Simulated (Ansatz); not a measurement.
# CH8AlBOSi: one species, many methods

An exercise on one series of results from a longer session: the logs are not shown, and one member is left open.

The runs use Ansatz 0.2.0, Gaussian basis; functionals in def2-TZVPP, the program's frozen cores in correlated methods.

Plan: PBE-D4, r2SCAN-D4, PBE0-D4, B3LYP-D4, ωB97X-V, ωB97M-V, B2PLYP; CCSD(T)/def2-TZVPP; MP2/def2-QZVPP; extrapolation to the limit.

## Structure used throughout

An earlier PBE0-D4 in a triple-zeta def2 set relaxation fixed the geometry.

13 atoms, charge 0, spin multiplicity 1.

Atoms are counted from 1 here; the program's logs count them from 0.

Bond lengths: B1–Si2 1.856 Å, B1–Al3 2.209 Å, B1–H6 1.225 Å, B1–H7 1.195 Å, Si2–Al3 2.734 Å, Si2–H8 1.487 Å, Si2–H9 1.484 Å, Al3–C4 1.940 Å, Al3–O5 1.698 Å, C4–H10 1.095 Å, C4–H11 1.094 Å, C4–H12 1.093 Å, O5–H13 0.956 Å. Angles: Si2–B1–Al3 84.1°, Si2–B1–H6 120.0°, Si2–B1–H7 121.3°, Al3–B1–H6 70.1°, Al3–B1–H7 109.0°, H6–B1–H7 118.2°, B1–Si2–Al3 53.5°, B1–Si2–H8 125.3°, B1–Si2–H9 123.6°, Al3–Si2–H8 93.6°, Al3–Si2–H9 121.7°, H8–Si2–H9 110.6°, B1–Al3–Si2 42.5°, B1–Al3–C4 125.4°, B1–Al3–O5 112.5°, Si2–Al3–C4 107.0°, Si2–Al3–O5 130.9°, C4–Al3–O5 118.3° and more.

The first run:

Contents of in.yaml:

```yaml
crystal:
  periodic: [false, false, false]
  atoms:
    - {symbol: B, position_ang: [-0.472049, 1.352173, 1.085984]}
    - {symbol: Si, position_ang: [-1.796377, 1.070850, -0.184092]}
    - {symbol: Al, position_ang: [0.691873, -0.061526, -0.148663]}
    - {symbol: C, position_ang: [0.439634, -1.985022, -0.193458]}
    - {symbol: O, position_ang: [2.205091, 0.562460, -0.601043]}
    - {symbol: H, position_ang: [-0.078657, 0.420421, 1.776759]}
    - {symbol: H, position_ang: [0.117712, 2.389030, 1.149316]}
    - {symbol: H, position_ang: [-2.485057, -0.222273, -0.436725]}
    - {symbol: H, position_ang: [-2.180763, 2.075424, -1.205842]}
    - {symbol: H, position_ang: [0.297796, -2.330547, -1.222299]}
    - {symbol: H, position_ang: [1.317277, -2.504220, 0.202159]}
    - {symbol: H, position_ang: [-0.433985, -2.300204, 0.382457]}
    - {symbol: H, position_ang: [2.397905, 1.498535, -0.589752]}
basis:
  gaussian: {orbitals: def2-TZVPP}
hamiltonian: {xc: pbe, dispersion: d4}
output: {forces: true, orbitals: {seedname: orbitals}}
```

On the command line:

```sh
$ ansatz run in.yaml --threads 4 --pin off --events-out ev --progress --plain --max-ram 10444MiB
```

Steps of the session up to this table: PBE-D4 (GGA); r2SCAN-D4 (meta-GGA); PBE0-D4 (hybrid); B3LYP-D4 (hybrid); ωB97X-V (range-separated); ωB97M-V (range-separated); B2PLYP (double hybrid); CCSD(T) in def2-TZVPP; MP2 in def2-QZVPP.

One of the session's tables, all rows but one given; the rest of the session is left out.

```
            method  atomisation energy (kJ/mol)
            PBE-D4                       4457.8
         r2SCAN-D4                       4452.6
           PBE0-D4                       4404.6
          B3LYP-D4                       4410.8
           ωB97X-V                       4425.5
           ωB97M-V                       4428.6
            B2PLYP                       4363.6
     HF/def2-TZVPP                       3289.5
    MP2/def2-TZVPP                            ?
   CCSD/def2-TZVPP                       4255.4
CCSD(T)/def2-TZVPP                       4315.2
           MP2/CBS                       4463.1
       CCSD(T)/CBS                       4421.9
```

**Question.** Estimate the row for MP2/def2-TZVPP.

The run gave: atomisation energy (kJ/mol): 4356.4. In the column «atomisation energy (kJ/mol)» it lies between CCSD(T)/def2-TZVPP (4315.2) and B2PLYP (4363.6).
